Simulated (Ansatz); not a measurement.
Geometry optimisation, DFT PBE, scalar-relativistic, plane waves, PAW in Ansatz 0.2.0.

Input file:

```yaml
accuracy: low
crystal:
  lattice:
    - [8.46, 0.0, 0.0]
    - [0.0, 8.46, 0.0]
    - [0.0, 0.0, 8.46]
  atoms:
    - { symbol: Na, position: [0.0, 0.0, 0.0] }
    - { symbol: Na, position: [0.5, 0.0, 0.0] }
    - { symbol: Na, position: [0.0, 0.5, 0.0] }
    - { symbol: Na, position: [0.0, 0.0, 0.5] }
    - { symbol: Na, position: [0.25, 0.25, 0.25] }
    - { symbol: Na, position: [0.5, 0.5, 0.0] }
    - { symbol: Na, position: [0.5, 0.0, 0.5] }
    - { symbol: Na, position: [0.75, 0.25, 0.25] }
    - { symbol: Na, position: [0.0, 0.5, 0.5] }
    - { symbol: Na, position: [0.25, 0.75, 0.25] }
    - { symbol: Na, position: [0.25, 0.25, 0.75] }
    - { symbol: Na, position: [0.5, 0.5, 0.5] }
    - { symbol: Na, position: [0.75, 0.75, 0.25] }
    - { symbol: Na, position: [0.75, 0.25, 0.75] }
    - { symbol: Na, position: [0.25, 0.75, 0.75] }
    - { symbol: Na, position: [0.75, 0.75, 0.75] }
    - { symbol: H, position: [0.4878197, 0.7444417, 0.8694508] }
basis:
  ecutwfc: 420.0
kpoints:
  mp_grid: { grid: [2, 2, 2] }
hamiltonian:
  xc: pbe
scf:
  occupations: { method: fermi_dirac, width: 0.05 }
  lower_state_search: "off"
relax:
  f_tol: 0.08
  max_steps: 25
  adjacent_minimum: "off"
```

Launched with:

```bash
$ ansatz run input.yaml --threads 2 --pin off --max-ram 5120MiB --backend cpu --events-out ev --progress --plain --runs-dir out
```

**Question.** Where does it end, and by what steps?

**Answer.** It converged. Limits of this set-up: odd electron count without spin, a small cell, in which the defect meets its images, a typed lattice constant that wasn't relaxed here, low accuracy level. After 2 steps the energy has fallen by 0.032 eV; H17 moved furthest, 0.13 Å.

| step | energy less start (eV) | largest force component (eV/Å) | accepted |
| --- | --- | --- | --- |
| 0 | 0.0000 | 0.119 | yes |
| 1 | -0.0155 | 0.100 | yes |
| 2 | -0.0316 | 0.051 | yes |

```xyz
17
Lattice="8.4600 0.0000 0.0000 0.0000 8.4600 0.0000 0.0000 0.0000 8.4600" Properties=species:S:1:pos:R:3
Na -0.013 -0.020 0.018
Na 4.232 -0.103 -0.065
Na -0.013 4.243 0.016
Na -0.009 0.018 4.262
Na 2.094 2.111 2.073
Na 4.232 4.315 -0.055
Na 4.224 0.007 4.166
Na 6.351 2.111 2.077
Na -0.009 4.206 4.265
Na 2.100 6.342 2.177
Na 2.126 2.109 6.332
Na 4.224 4.222 4.172
Na 6.355 6.343 2.187
Na 6.319 2.109 6.328
Na 2.166 6.347 6.386
Na 6.262 6.347 6.402
H 4.246 6.352 7.374
```

Whether the end is a true minimum wasn't checked by a vibrational analysis.

Time of the run: 34 s on 2 threads of Intel(R) Xeon(R) Platinum 8488C (Sapphire Rapids), on a shared host, peak memory 1 GiB.
